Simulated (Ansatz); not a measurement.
# AlB5As6: the cost of one run

Computed with Ansatz 0.2.0 (DFT PBE, scalar-relativistic, plane waves, PAW, unless a step's input says otherwise).

1 further run of the same task is left out (it didn't finish).

## Step 1: The starting structure

The structure is trigonal, space group P3m1 (No. 156). The conventional cell has a = 3.597 Å, b = 3.597 Å, c = 17.621 Å, α = 90.00°, β = 90.00°, γ = 120.00°. Al (site symmetry 3m) has 4 As at 2.20 Å as nearest neighbours. B (site symmetry 3m) is surrounded by 4 As at 2.20 Å. Around As (site symmetry 3m) lie 4 B at 2.20 Å. Only part of the 12 independent sites is listed.

Structure file:

```cif
data_structure
_symmetry_space_group_name_H-M 'P3m1'
_symmetry_Int_Tables_number 156
_cell_length_a 3.5969
_cell_length_b 3.5969
_cell_length_c 17.6211
_cell_angle_alpha 90.000
_cell_angle_beta 90.000
_cell_angle_gamma 120.000
_cell_volume 197.43
loop_
_atom_site_label
_atom_site_type_symbol
_atom_site_symmetry_multiplicity
_atom_site_Wyckoff_symbol
_atom_site_fract_x
_atom_site_fract_y
_atom_site_fract_z
_atom_site_occupancy
Al1 Al 1 a 0.00000 0.00000 0.50000 1
B1 B 1 a 0.00000 0.00000 0.00000 1
B2 B 1 b 0.33333 0.66667 0.83333 1
B3 B 1 c 0.66667 0.33333 0.66667 1
B4 B 1 b 0.33333 0.66667 0.33333 1
B5 B 1 c 0.66667 0.33333 0.16667 1
As1 As 1 b 0.33333 0.66667 0.95833 1
As2 As 1 c 0.66667 0.33333 0.79167 1
As3 As 1 a 0.00000 0.00000 0.62500 1
As4 As 1 b 0.33333 0.66667 0.45833 1
As5 As 1 c 0.66667 0.33333 0.29167 1
As6 As 1 a 0.00000 0.00000 0.12500 1
```

The start is an ordering of an alloy on its end members' structure types: elements ordered on the sites of the BAs type, B/Al on B (P3m1, No. 156).

## Step 2: A first look at the guess

File input.yaml:

```yaml
crystal:
  lattice:
    - [3.59688367, 0.0, 0.0]
    - [-1.79844184, 3.11499263, 0.0]
    - [0.0, 0.0, 17.62105932]
  atoms:
    - { symbol: Al, position: [0.0, 0.0, 0.5] }
    - { symbol: B, position: [0.0, 0.0, 0.0] }
    - { symbol: B, position: [0.33333333, 0.66666667, 0.83333333] }
    - { symbol: B, position: [0.66666667, 0.33333333, 0.66666667] }
    - { symbol: B, position: [0.33333333, 0.66666667, 0.33333333] }
    - { symbol: B, position: [0.66666667, 0.33333333, 0.16666667] }
    - { symbol: As, position: [0.33333333, 0.66666667, 0.95833333] }
    - { symbol: As, position: [0.66666667, 0.33333333, 0.79166667] }
    - { symbol: As, position: [0.0, 0.0, 0.625] }
    - { symbol: As, position: [0.33333333, 0.66666667, 0.45833333] }
    - { symbol: As, position: [0.66666667, 0.33333333, 0.29166667] }
    - { symbol: As, position: [0.0, 0.0, 0.125] }
basis:
  ecutwfc: 420
kpoints:
  mp_grid: { grid: [6, 6, 1] }
hamiltonian:
  xc: pbe
scf:
  occupations: { method: gaussian, width: 0.1 }
  lower_state_search: "off"
output:
  forces: true
  stress: true
  eigenvalues: true
```

Launch:

```sh
$ ansatz run input.yaml --threads 1 --pin off --max-ram 2560MiB --backend cpu --events-out ev --progress --plain --runs-dir out
```

**Question.** How long does this run take on 1 thread of AMD EPYC (Zen 3), shared host, and how much memory does it need?

About 14 s, with a peak of 0.43 GiB.
